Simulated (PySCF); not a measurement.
# C2H6Fe (Fe(CH3)2): the cost of one run

Programs: PySCF 2.14.0, with routines of our own; each step states its level. All values are computed. Atoms count from 0.

## Step 1: The starting structure

9 atoms, charge 0, states of the metal's open shell are computed; geometry from: model start, shaken.

## Step 2: Geometry optimisation at PBE0-D3(BJ)/def2-TZVP

Job settings and geometry (Å):

```
{"job": {"xc": "PBE0", "basis": "def2-TZVP", "d3": "d3bj", "grid": 1, "maxiter": 45, "kind": "geom"}, "charge": 0, "metal": "Fe", "open_shell": "d6"}
Fe     0.000020     0.004480    -0.004110
C     -0.013360    -0.006820     1.985130
H      1.034560     0.020100     2.368840
H     -0.526140     0.902520     2.381580
H     -0.515250    -0.909130     2.375780
C      0.010430    -0.020160    -2.006860
H     -1.062180    -0.019340    -2.403850
H      0.513300     0.876170    -2.372150
H      0.519180    -0.897980    -2.413970
```

On the command line:

```console
OMP_NUM_THREADS=1 python lf_run.py task.json out
```

This one command runs all jobs of the session in turn.

Q: Estimate the wall time and peak memory of this first job on 1 thread of Arm Neoverse V1, shared host.

About 1.8 min, with a peak of 0.53 GiB.
